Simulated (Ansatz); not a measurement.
**CH₅ClO₂Si₂: how energies converge with the basis set**

One table from this session's results is given with a row withheld; the runs are named, their logs left out.

Program: Ansatz 0.2.0, Gaussian basis. Level of theory: one geometry, several basis sets. These are calculated values, not measurements.

Plan: PBE0-D4/def2-SVP; ωB97M-V/def2-SVP; PBE0-D4/def2-QZVPP; ωB97M-V/def2-QZVPP; the functionals' def2-TZVPP values are taken from earlier runs.

## Structure used throughout

All runs share one geometry, relaxed beforehand with PBE0-D4 in a triple-zeta def2 set.

SMILES `O=C([SiH3])[SiH](O)Cl`, 11 atoms, charge 0, spin multiplicity 1.

Atoms are counted from 1 here; the program's logs count them from 0.

Bond lengths: O1–C2 1.218 Å, C2–Si3 1.936 Å, C2–Si4 1.931 Å, Si3–H7 1.483 Å, Si3–H8 1.485 Å, Si3–H9 1.486 Å, Si4–O5 1.625 Å, Si4–Cl6 2.054 Å, Si4–H10 1.477 Å, O5–H11 0.965 Å. Angles: O1–C2–Si3 120.2°, O1–C2–Si4 114.7°, Si3–C2–Si4 125.0°, C2–Si3–H7 108.8°, C2–Si3–H8 107.5°, C2–Si3–H9 108.8°, H7–Si3–H8 110.8°, H7–Si3–H9 111.2°, H8–Si3–H9 109.6°, C2–Si4–O5 105.4°, C2–Si4–Cl6 104.7°, C2–Si4–H10 116.0°, O5–Si4–Cl6 113.5°, O5–Si4–H10 110.2°, Cl6–Si4–H10 107.1°, Si4–O5–H11 113.0°.

As a file:

```
O    -0.0062   -1.7370    0.4774
C     0.1323   -0.6186    0.0160
Si    0.6113   -0.3861   -1.8456
Si   -0.2829    0.8158    1.2409
O    -0.6573    0.0901    2.6457
Cl   -1.8676    1.7953    0.3764
H     1.5044   -1.4975   -2.2516
H    -0.6451   -0.4029   -2.6361
H     1.2838    0.9291   -2.0070
H     0.7832    1.8160    1.4504
H    -0.7904   -0.8613    2.5541
```

Set-up of the first run:

The input, in.yaml:

```yaml
crystal:
  periodic: [false, false, false]
  atoms:
    - {symbol: O, position_ang: [-0.006172, -1.737005, 0.477372]}
    - {symbol: C, position_ang: [0.132252, -0.618646, 0.015959]}
    - {symbol: Si, position_ang: [0.611262, -0.386069, -1.845582]}
    - {symbol: Si, position_ang: [-0.282943, 0.815763, 1.240870]}
    - {symbol: O, position_ang: [-0.657314, 0.090111, 2.645729]}
    - {symbol: Cl, position_ang: [-1.867640, 1.795259, 0.376396]}
    - {symbol: H, position_ang: [1.504432, -1.497463, -2.251608]}
    - {symbol: H, position_ang: [-0.645148, -0.402873, -2.636119]}
    - {symbol: H, position_ang: [1.283797, 0.929096, -2.006975]}
    - {symbol: H, position_ang: [0.783222, 1.816029, 1.450431]}
    - {symbol: H, position_ang: [-0.790446, -0.861302, 2.554126]}
basis:
  gaussian: {orbitals: def2-SVP}
hamiltonian: {xc: pbe0, dispersion: d4}
output: {orbitals: {seedname: orbitals}}
```

Steps of the session up to this table: PBE0-D4 in def2-SVP; ωB97M-V in def2-SVP; PBE0-D4 in def2-QZVPP; ωB97M-V in def2-QZVPP.

One table of the session follows, with a row left open; its other results are not shown here.

It belongs to the step «Density functionals: the series». 

```
functional       basis  HOMO (eV)  LUMO (eV)
   PBE0-D4    def2-SVP      -6.85      -2.23
   PBE0-D4  def2-TZVPP      -6.93      -2.41
   PBE0-D4  def2-QZVPP      -6.96      -2.46
   ωB97M-V    def2-SVP      -9.01       0.12
   ωB97M-V  def2-TZVPP      -9.13      -0.15
   ωB97M-V  def2-QZVPP          ?          ?
```

Estimate the missing values for ωB97M-V, def2-QZVPP.

The run gave: HOMO (eV): -9.16; LUMO (eV): -0.23. In the column «HOMO (eV)» it is the lowest.
